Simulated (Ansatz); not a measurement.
# ZrCl+ (quintet): the correlation ladder, def2-TZVPP

One table from this session's results is given with a row withheld; the runs are named, their logs left out.

The runs use Ansatz 0.2.0, Gaussian basis; def2-TZVPP, core rule «outside noble gas», up to 9 orbitals frozen.

To be run: UHF; ROHF; CCSD(T) on UHF.

### What is computed

The geometry is a PBE0/def2-TZVP stationary point (not a proven minimum) of the parent state, kept for this charge and spin. No spin-orbit coupling is included. Elements past krypton take def2 core potentials.

2 atoms, charge 1, spin multiplicity 5.

Atoms are counted from 1 here; the program's logs count them from 0.

Bond lengths: Zr1–Cl2 3.133 Å.

Set-up of the first run:

Contents of in.yaml:

```yaml
crystal:
  periodic: [false, false, false]
  atoms:
    - {symbol: Zr, position_ang: [0.000000, 0.000000, 0.000000]}
    - {symbol: Cl, position_ang: [0.000000, 0.000000, 3.133000]}
basis:
  gaussian: {orbitals: def2-TZVPP}
total_charge: 1
magnetization: {spin_polarized: true, initial_magnetization: 4}
hamiltonian: {xc: hf}
output: {orbitals: {seedname: orbitals}}
```

Launch:

```bash
$ ansatz run in.yaml --threads 1 --pin off --events-out ev --progress --plain --max-ram 4096MiB --backend cpu
```

Among the steps run: UHF; ROHF; CCSD(T) on UHF.

One table of the session follows, with a row left open; its other results are not shown here.

| method | from UCCSD(T) (meV) |
| --- | --- |
| ROHF | +6005.4 |
| UHF | ? |
| UMP2 | +937.7 |
| UCCSD | +181.7 |
| UCCSD(T) | 0 |

**Question.** Estimate the row for UHF.

**Answer.** from UCCSD(T) (meV): +5709.1. In the column «from UCCSD(T) (meV)» it lies between UMP2 (+937.7) and ROHF (+6005.4).
